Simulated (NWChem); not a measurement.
**SnH4S (SMILES [SH][SnH3]) at 4 levels**

Aim: a comparison of 4 runs (SVWN5/def2-SVPD, SVWN5/def2-SVP, SVWN5/def2-TZVP, SVWN5/def2-TZVPD) of SnH4S. 

The results are computed with NWChem 7.3.0.

## (1) The system as given

SnH4S has 6 atoms, charge 0, and is taken as a singlet. SMILES: `[SH][SnH3]`. Geometry: relaxed at PBE0-D4/def2-TZVP.

Bond lengths: S1–Sn2 2.406 Å, S1–H3 1.343 Å, Sn2–H4 1.706 Å, Sn2–H5 1.706 Å, Sn2–H6 1.701 Å. Angles: S1–Sn2–H4 109.4°, S1–Sn2–H5 109.5°, S1–Sn2–H6 104.7°, Sn2–S1–H3 93.9°, H4–Sn2–H5 110.2°, H4–Sn2–H6 111.4°, H5–Sn2–H6 111.4°.

## (2) Energy and forces at SVWN5/def2-SVPD (core potential) (run 1)

File calc.xyz:

```xyz
6
H4SSn
S      1.034300    -0.905300     1.261700
Sn    -0.312000     0.456200    -0.194400
H      1.136600    -1.912100     0.378500
H     -1.750600    -0.375100    -0.579500
H      0.563300     0.806700    -1.615700
H     -0.629400     1.865600     0.703100
```

File calc.nw:

```
start calc
title "H4SSn"
memory total 2200 mb
charge 0

geometry noautosym nocenter noautoz
  load calc.xyz
end

basis spherical bse
  * library def2-SVPD
end

ecp bse
  Sn library def2-SVPD
end

dft
  xc slater vwn_5
  mult 1
  grid fine
  convergence energy 1e-08
  iterations 100
  mulliken
  print low
end

task dft gradient
```

Started as:

```console
$ nwchem calc.nw > calc.out
```

Standard output:

```text
[...]
 d= 0,ls=0.0,diis     1   -612.9775414307 -7.30D+02  1.50D-02  3.71D-01     1.5
[...]
 d= 0,ls=0.0,diis    10   -613.0231222943 -3.34D-09  4.65D-07  1.31D-09     8.7
         Total DFT energy =     -613.023122294303
      One electron energy =    -1161.208128351177
           Coulomb energy =      474.610684700242
    Exchange-Corr. energy =      -43.359860876390
 Nuclear repulsion energy =      116.934182233022
[...]
      Total Density - Mulliken Population Analysis
     ---------------------------------------------
    Atom       Charge   Shell Charges
 -----------   ------   -------------------------------------------------------
    1 S   16    16.50   2.00  1.98  1.31  0.54  0.07  5.92  1.83  2.60  0.20  0.04  0.03
    2 Sn  22    21.89   0.43  1.60  1.20  0.20 -0.03  2.77  3.23  1.67  0.61  9.64  0.51  0.05
    3 H    1     0.84   0.68  0.05  0.03  0.08
    4 H    1     0.92   0.65  0.26  0.01  0.00
    5 H    1     0.92   0.65  0.26  0.01  0.00
    6 H    1     0.93   0.65  0.26  0.01  0.00
[...]
                         DFT ENERGY GRADIENTS
    atom               coordinates                        gradient
                 x          y          z           x          y          z
   1 S       1.954544  -1.710769   2.384267   -0.001229  -0.006490  -0.009876
   2 Sn     -0.589595   0.862093  -0.367363    0.001465  -0.001147   0.001966
   3 H       2.147863  -3.613345   0.715261   -0.000826   0.008379   0.007434
   4 H      -3.308154  -0.708836  -1.095096    0.001994   0.001318   0.000231
   5 H       1.064483   1.524442  -3.053230   -0.001514  -0.000471   0.001811
   6 H      -1.189394   3.525473   1.328666    0.000110  -0.001590  -0.001565
 Task  times  cpu:       12.3s     wall:       12.3s
 Total times  cpu:       12.4s     wall:       12.4s
```

Wall time 13 s (1 thread of Intel Xeon 6975P-C (Granite Rapids), shared host); peak memory 0.12 GiB.

## (3) Energy and forces at SVWN5/def2-SVP (core potential) (run 2)

File struct.nw:

```
start struct
title "H4SSn"
memory total 2200 mb

geometry units angstroms noautosym nocenter noautoz
 S      1.034300    -0.905300     1.261700
 Sn    -0.312000     0.456200    -0.194400
 H      1.136600    -1.912100     0.378500
 H     -1.750600    -0.375100    -0.579500
 H      0.563300     0.806700    -1.615700
 H     -0.629400     1.865600     0.703100
end

basis spherical bse
 * library def2-SVP
end

ecp bse
 Sn library def2-SVP
end

dft
 xc slater vwn_5
 mult 1
 grid fine
 convergence energy 1e-08
 maxiter 100
 mulliken
 noprint "final vectors analysis"
end

task dft gradient
```

Started as:

```console
$ nwchem struct.nw > struct.out
```

Standard output:

```text
[...]
          Wavefunction type:  closed shell.
          No. of atoms     :     6
          No. of electrons :    42
[...]
          Charge           :     0
          Spin multiplicity:     1
[...]
          AO basis - number of functions:    64
[...]
              XC Information
              --------------
                        Slater Exchange Functional  1.000 local
                      VWN V Correlation Functional  1.000 local
[...]
 d= 0,ls=0.0,diis     1   -612.9685904541 -7.30D+02  2.01D-02  3.47D-01     0.8
[...]
 d= 0,ls=0.0,diis    10   -613.0136279593 -2.35D-09  5.69D-07  9.62D-10     4.9
         Total DFT energy =     -613.013627959330
      One electron energy =    -1161.509932770010
           Coulomb energy =      474.947052528496
    Exchange-Corr. energy =      -43.384929950838
 Nuclear repulsion energy =      116.934182233022
[...]
  wavefunction    = closed shell
                         DFT ENERGY GRADIENTS
    atom               coordinates                        gradient
                 x          y          z           x          y          z
   1 S       1.954544  -1.710769   2.384267   -0.000698  -0.007248  -0.009567
   2 Sn     -0.589595   0.862093  -0.367363   -0.000598   0.001418   0.000297
   3 H       2.147863  -3.613345   0.715261   -0.000427   0.007719   0.007586
   4 H      -3.308154  -0.708836  -1.095096    0.003015   0.001294   0.000690
   5 H       1.064483   1.524442  -3.053230   -0.001585  -0.001055   0.002760
   6 H      -1.189394   3.525473   1.328666    0.000293  -0.002126  -0.001767
[...]
```

It took 7.2 s on 1 thread of Intel Xeon 6975P-C (Granite Rapids), shared host; peak memory 0.12 GiB.

Run 3 isn't shown in full; the table further down has it.

## (4) Energy and forces at SVWN5/def2-TZVPD (core potential) (run 4)

File h4ssn.nw:

```
start h4ssn
title "H4SSn gradient"
memory total 2200 mb

geometry noautosym nocenter noautoz
S        1.034300      -0.905300       1.261700
Sn      -0.312000       0.456200      -0.194400
H        1.136600      -1.912100       0.378500
H       -1.750600      -0.375100      -0.579500
H        0.563300       0.806700      -1.615700
H       -0.629400       1.865600       0.703100
end

basis "ao basis" spherical bse
* library def2-TZVPD
end

ecp bse
Sn library def2-TZVPD
end

dft
xc slater vwn_5
mult 1
grid fine
convergence energy 1e-08
iterations 100
mulliken
noprint "final vectors analysis"
end

task dft gradient
```

Started as:

```console
$ nwchem h4ssn.nw > h4ssn.out
```

Standard output:

```text
[...]
          Wavefunction type:  closed shell.
          No. of atoms     :     6
          No. of electrons :    42
[...]
          Charge           :     0
          Spin multiplicity:     1
[...]
          AO basis - number of functions:   138
[...]
              XC Information
              --------------
                        Slater Exchange Functional  1.000 local
                      VWN V Correlation Functional  1.000 local
[...]
 d= 0,ls=0.0,diis     1   -613.1185817826 -7.30D+02  9.45D-03  9.86D-01     4.0
[...]
 d= 0,ls=0.0,diis    10   -613.1712698600 -5.52D-09  1.94D-07  8.08D-10    28.6
         Total DFT energy =     -613.171269860016
      One electron energy =    -1161.642863117277
           Coulomb energy =      474.910093944891
    Exchange-Corr. energy =      -43.372682920653
 Nuclear repulsion energy =      116.934182233022
[...]
  wavefunction    = closed shell
                         DFT ENERGY GRADIENTS
    atom               coordinates                        gradient
                 x          y          z           x          y          z
   1 S       1.954544  -1.710769   2.384267    0.001742  -0.006319  -0.003160
   2 Sn     -0.589595   0.862093  -0.367363   -0.001409   0.001837  -0.001069
   3 H       2.147863  -3.613345   0.715261   -0.000163   0.004353   0.004454
   4 H      -3.308154  -0.708836  -1.095096    0.000511   0.000404  -0.000063
   5 H       1.064483   1.524442  -3.053230   -0.000508  -0.000115   0.000400
   6 H      -1.189394   3.525473   1.328666   -0.000173  -0.000161  -0.000562
[...]
```

Run time: 44 s. Hardware: 1 thread of Intel Xeon 6975P-C (Granite Rapids), shared host; peak memory 0.13 GiB.

## (5) The series

```
run                              level  core potential  energy (Eh)  largest force (eV/Å)  wall time
  1   SVWN5/def2-SVPD (core potential)       def2-SVPD  -613.023122                 0.611       13 s
  2    SVWN5/def2-SVP (core potential)        def2-SVP  -613.013628                 0.618      7.2 s
  3   SVWN5/def2-TZVP (core potential)       def2-TZVP  -613.169990                 0.373       27 s
  4  SVWN5/def2-TZVPD (core potential)      def2-TZVPD  -613.171270                 0.374       44 s
```

Convergence of the total energy of singlet SnH4S with the basis set, against the last point:

```
 basis set  from the last (mEh)  wall time
 def2-SVPD             +148.148       13 s
  def2-SVP             +157.642      7.2 s
 def2-TZVP               +1.280       27 s
def2-TZVPD               +0.000       44 s
```

Convergence of the largest force on an atom of singlet SnH4S with the basis set, against the last point:

```
 basis set  from the last (eV/Å)  wall time
 def2-SVPD              +0.23678       13 s
  def2-SVP              +0.24406      7.2 s
 def2-TZVP              -0.00159       27 s
def2-TZVPD              +0.00000       44 s
```

## (6) Outcome

| quantity | value |
| --- | --- |
| run 4: total energy | -613.17127 Eh |
| run 4: dipole moment | 1.47 D |
| run 4: largest force on an atom | 0.374 eV/Å |

In words: Over runs 2, 3, 4 the dipole moment (its size) runs from 1.47 D (SVWN5/def2-TZVPD) to 1.49 D (SVWN5/def2-TZVP). All runs together took 92 s, the longest 44 s.
